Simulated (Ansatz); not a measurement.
Crystal: HfIn4SiO6.

```
Hf In Si O
1.0
     5.69867    0.00381    0.01559
    -0.70506    6.10815   -0.00575
    -2.73718   -1.39557    6.63076
Hf In Si O
1 4 1 6
Cartesian
  0.2972 -0.0900 0.8831
  -0.4860 5.0863 4.8335
  2.9601 -0.6377 3.2997
  -0.4663 2.2403 3.5350
  2.4974 2.6606 1.3677
  2.2933 1.4988 5.6832
  0.7088 1.2617 5.2639
  3.2588 1.4387 4.3619
  5.4139 1.6003 0.0368
  2.4594 2.8937 6.5395
  -0.6297 -0.1526 2.6118
  2.1007 0.3624 1.4524
```

The cell was built by a generator and needn't be a form met in nature.

Base run:

```yaml
Program: Ansatz 0.2.0
Functional: PBE
Potentials_or_basis: Ansatz PAW
Cutoff: 420 eV
Density_cutoff: 1680 eV
k_mesh: 5 × 5 × 4
Occupations: fermi-dirac, width 0.05 eV
Spin: no spin polarisation
Hubbard_terms: Hf d U = 6 eV
```

Its results: band gap on the k mesh 0.84 eV, indirect (least direct gap 1.20 eV); pressure 1.1 GPa; largest force 0.793 eV/Å.

The run is repeated on the same cell with these changes: hubbard terms from Hf d U = 6 eV to Hf d U = 8 eV. What comes out?

Band gap on the k mesh 0.82 eV, indirect (least direct gap 1.21 eV); pressure 1.5 GPa; largest force 1.113 eV/Å.

Caveats: odd divisions of the mesh miss points on the zone boundary, where band edges often lie, so the gap on the mesh can be too wide; spin-orbit coupling is left out, which moves the levels of the heavy elements; forces of over 1 eV/Å show positions far from the minimum, so gaps and moduli don't describe the material at rest (some runs).

A k mesh can miss the band edges.

Not every run made on this cell is shown here.
